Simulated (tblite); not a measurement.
# GeH6HfO3: the cost of one run

Computed with tblite 0.8.0 and PySCF 2.14.0; each step states its level. No surroundings beyond the atoms listed, unless a continuum is named. Atoms count from 0, parts from 1.

## Step 1: The system as given

11 atoms, charge 0, multiplicity 1; geometry: distance geometry start.

## Step 2: Relaxing the cluster with GFN2-xTB

Job settings and geometry (Å):

```
{"job": {"kind": "relax", "xc": "GFN2-xTB", "basis": "xTB"}, "charge": 0, "multiplicity": 1}
O      0.282234     2.194688    -0.459220
Hf     0.732180     0.193234    -0.150664
O      2.710625     0.014561     0.491156
O      0.483173    -0.838930    -1.936556
Ge    -1.048467    -0.918682     1.896138
H      0.353386     2.648125    -1.307844
H      3.026123     0.238629     1.361827
H     -0.255467    -1.430694    -2.125444
H     -0.981507    -0.063090     3.161859
H     -2.482237    -0.908152     1.412898
H     -0.643309    -2.325251     2.242628
```

Level: GFN2-xTB geometry optimisation, gas phase.

Run with:

```console
OMP_NUM_THREADS=1 python cluster_run.py task.json out
```

This one command runs all jobs of the session in turn.

Q: Estimate the wall time of this first job on 1 thread of Arm Neoverse V2, shared host.

About 1.1 s.
